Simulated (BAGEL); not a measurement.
**CH5ClNSi (SMILES C[N][SiH2]Cl) at UHF/3-21G (density fitting with qzvpp-jkfit)**

Aim: the vertical doublet–quartet gap of CH5ClNSi at UHF/3-21G (density fitting with qzvpp-jkfit), from 2 runs. 

The calculation is run with BAGEL 1.2.2.

31 further runs of the same task are left out: 31 set aside as unsound or not needed.

## Step 1: The system as given

The species is CH5ClNSi (9 atoms), meant as a doublet with charge 0. SMILES: `C[N][SiH2]Cl`. Geometry: relaxed at PBE0-D4/def2-TZVP. This is one conformer, not always the lowest.

Bond lengths: C1–N2 1.421 Å, N2–Si3 1.730 Å, Si3–Cl4 2.044 Å, C1–H5 1.100 Å, C1–H6 1.103 Å, C1–H7 1.095 Å, Si3–H8 1.485 Å, Si3–H9 1.486 Å. Some angles: C1–N2–Si3 121.0°, N2–Si3–Cl4 109.2°, N2–C1–H5 115.6°, N2–C1–H6 107.9°, N2–C1–H7 110.9°, N2–Si3–H8 109.2°, N2–Si3–H9 111.6°, Cl4–Si3–H8 108.1°, Cl4–Si3–H9 107.8°, H5–C1–H6 106.4°.

## Step 2: The energy at UHF/3-21G (density fitting with qzvpp-jkfit)

The input, input.json:

```json
{ "bagel" : [

{
  "title" : "molecule",
  "basis" : "3-21g",
  "df_basis" : "qzvpp-jkfit",
  "angstrom" : true,
  "geometry" : [
    { "atom" : "C", "xyz" : [       0.493800,       1.341500,       0.140500 ] },
    { "atom" : "N", "xyz" : [       0.628800,      -0.021000,       0.521800 ] },
    { "atom" : "Si", "xyz" : [      -0.415600,      -1.237400,      -0.129200 ] },
    { "atom" : "Cl", "xyz" : [       0.319500,      -3.082500,       0.354500 ] },
    { "atom" : "H", "xyz" : [       0.134300,       1.514200,      -0.884300 ] },
    { "atom" : "H", "xyz" : [      -0.244700,       1.810000,       0.812700 ] },
    { "atom" : "H", "xyz" : [       1.430900,       1.885400,       0.295300 ] },
    { "atom" : "H", "xyz" : [      -1.762400,      -1.101400,       0.482200 ] },
    { "atom" : "H", "xyz" : [      -0.495900,      -1.155200,      -1.610700 ] }
  ]
},

{ "title" : "uhf", "charge" : 0, "nopen" : 1 },

{ "title" : "print", "file" : "orbitals.molden", "orbitals" : true }

]}
```

The run is started by

```sh
BAGEL_NUM_THREADS=1 BAGEL input.json > input.out
```

Log:

```text
* using 1 threads per process

  ===============================================================
  ===============================================================

  *** Geometry ***

  { "atom" : "C", "xyz" : [      0.933147,      2.535068,      0.265507 ] },
  { "atom" : "N", "xyz" : [      1.188260,     -0.039684,      0.986059 ] },
  { "atom" : "Si", "xyz" : [     -0.785370,     -2.338347,     -0.244153 ] },
  { "atom" : "Cl", "xyz" : [      0.603767,     -5.825081,      0.669908 ] },
  { "atom" : "H", "xyz" : [      0.253790,      2.861423,     -1.671085 ] },
  { "atom" : "H", "xyz" : [     -0.462416,      3.420404,      1.535780 ] },
  { "atom" : "H", "xyz" : [      2.704009,      3.562890,      0.558036 ] },
  { "atom" : "H", "xyz" : [     -3.330453,     -2.081344,      0.911226 ] },
  { "atom" : "H", "xyz" : [     -0.937115,     -2.183012,     -3.043782 ] },

  Number of auxiliary basis functions:      498

  Since a DF basis is specified, we compute 2- and 3-index integrals:
    o Being stored without compression. Storage requirement is 0.012 GB

  Number of basis functions:       54
  Number of electrons      :       49

    * METHOD: MOLECULE                             0.25

  *** Open-shell HF ***

  === Nuclear Repulsion ===
   205.3394117977

      * DIIS with orbital gradients will be used.

  === UHF iteration (3-21g) ===
      0       -839.25161475          0.03574519           0.11
      1       -839.35809922          0.01758320           0.10
      2       -839.38176293          0.00937860           0.10
      3       -839.38808948          0.00166984           0.10
      4       -839.38902801          0.00040553           0.10
      5       -839.38908949          0.00011911           0.11
      6       -839.38911091          0.00002792           0.10
      7       -839.38911583          0.00001635           0.10
      8       -839.38911754          0.00001241           0.10
      9       -839.38911829          0.00000970           0.10
     10       -839.38911841          0.00000815           0.10
     11       -839.38911854          0.00000626           0.10
     12       -839.38911868          0.00000334           0.10
     13       -839.38911874          0.00000115           0.10
     14       -839.38911874          0.00000055           0.10
     15       -839.38911874          0.00000033           0.12
     16       -839.38911875          0.00000018           0.11
     17       -839.38911875          0.00000008           0.09
     18       -839.38911875          0.00000006           0.10
     19       -839.38911875          0.00000005           0.11
     20       -839.38911875          0.00000004           0.10
     21       -839.38911875          0.00000002           0.09
     22       -839.38911875          0.00000001           0.09
     23       -839.38911875          0.00000001           0.09
    * SCF iteration converged.

    * S^2 (UHF) is 0.7597

    * Permanent dipole moment:
           (    0.762621,    -1.436902,     0.625028) a.u.

    * METHOD: UHF                                  2.59

    * METHOD: PRINT                                0.01

  ===============================================================
```

Run time: 3.3 s. Hardware: 1 thread of Intel Xeon Platinum 8259CL at 2.50GHz (Skylake/Cascade Lake), shared host; peak memory 0.089 GiB.

## Step 3: The quartet at the same level

The input, job.json:

```json
{ "bagel": [

{
  "title": "molecule",
  "basis": "3-21g",
  "df_basis": "qzvpp-jkfit",
  "angstrom": true,
  "geometry": [
    { "atom": "C", "xyz": [    0.493800,    1.341500,    0.140500 ] },
    { "atom": "N", "xyz": [    0.628800,   -0.021000,    0.521800 ] },
    { "atom": "Si", "xyz": [   -0.415600,   -1.237400,   -0.129200 ] },
    { "atom": "Cl", "xyz": [    0.319500,   -3.082500,    0.354500 ] },
    { "atom": "H", "xyz": [    0.134300,    1.514200,   -0.884300 ] },
    { "atom": "H", "xyz": [   -0.244700,    1.810000,    0.812700 ] },
    { "atom": "H", "xyz": [    1.430900,    1.885400,    0.295300 ] },
    { "atom": "H", "xyz": [   -1.762400,   -1.101400,    0.482200 ] },
    { "atom": "H", "xyz": [   -0.495900,   -1.155200,   -1.610700 ] }
  ]
},
{ "title": "uhf", "nopen": 3 },
{ "title": "print", "file": "orbitals.molden", "orbitals": true }

]}
```

The run is started by

```sh
BAGEL_NUM_THREADS=1 BAGEL job.json > job.out
```

Log:

```text
* using 1 threads per process

  ===============================================================
  ===============================================================

  *** Geometry ***

  { "atom" : "C", "xyz" : [      0.933147,      2.535068,      0.265507 ] },
  { "atom" : "N", "xyz" : [      1.188260,     -0.039684,      0.986059 ] },
  { "atom" : "Si", "xyz" : [     -0.785370,     -2.338347,     -0.244153 ] },
  { "atom" : "Cl", "xyz" : [      0.603767,     -5.825081,      0.669908 ] },
  { "atom" : "H", "xyz" : [      0.253790,      2.861423,     -1.671085 ] },
  { "atom" : "H", "xyz" : [     -0.462416,      3.420404,      1.535780 ] },
  { "atom" : "H", "xyz" : [      2.704009,      3.562890,      0.558036 ] },
  { "atom" : "H", "xyz" : [     -3.330453,     -2.081344,      0.911226 ] },
  { "atom" : "H", "xyz" : [     -0.937115,     -2.183012,     -3.043782 ] },

  Number of auxiliary basis functions:      498

  Since a DF basis is specified, we compute 2- and 3-index integrals:
    o Being stored without compression. Storage requirement is 0.012 GB

  Number of basis functions:       54
  Number of electrons      :       49

    * METHOD: MOLECULE                             0.33

  *** Open-shell HF ***

  === Nuclear Repulsion ===
   205.3394117977

      * DIIS with orbital gradients will be used.

  === UHF iteration (3-21g) ===
      0       -839.01595712          0.02384079           0.11
      1       -839.12360083          0.01049433           0.11
      2       -839.14807069          0.00501749           0.11
      3       -839.15528878          0.00276034           0.11
      4       -839.15988780          0.00080901           0.10
      5       -839.16058709          0.00047216           0.10
      6       -839.16125959          0.00035416           0.10
      7       -839.16178400          0.00026061           0.10
      8       -839.16224520          0.00020582           0.10
      9       -839.16256997          0.00015423           0.10
     10       -839.16287837          0.00007098           0.10
     11       -839.16293640          0.00004186           0.10
     12       -839.16295179          0.00002188           0.10
     13       -839.16295290          0.00001488           0.10
     14       -839.16295376          0.00000741           0.12
     15       -839.16295389          0.00000249           0.09
     16       -839.16295391          0.00000109           0.10
     17       -839.16295392          0.00000057           0.10
     18       -839.16295392          0.00000022           0.09
     19       -839.16295392          0.00000013           0.09
     20       -839.16295392          0.00000008           0.09
     21       -839.16295392          0.00000004           0.09
     22       -839.16295392          0.00000002           0.09
     23       -839.16295392          0.00000001           0.09
     24       -839.16295392          0.00000000           0.10
    * SCF iteration converged.

    * S^2 (UHF) is 3.7734

    * Permanent dipole moment:
           (   -0.867402,    -3.036916,    -0.310676) a.u.

    * METHOD: UHF                                  2.64

    * METHOD: PRINT                                0.01

  ===============================================================
```

Wall time 3.3 s (1 thread of Intel Xeon Platinum 8259CL at 2.50GHz (Skylake/Cascade Lake), shared host); peak memory 0.089 GiB.

## Step 4: What came out

Level: UHF/3-21G (density fitting with qzvpp-jkfit).

```
                                        quantity          value
                           doublet: total energy  -839.38912 Eh
                          doublet: dipole moment         4.43 D
                                   doublet: ⟨S²⟩          0.760
                           quartet: total energy  -839.16295 Eh
                          quartet: dipole moment         8.07 D
                                   quartet: ⟨S²⟩          3.773
vertical energy of the quartet above the doublet       6.154 eV
```

**Reading.** At this shape the quartet lies 6.15 eV (594 kJ/mol) above the doublet.
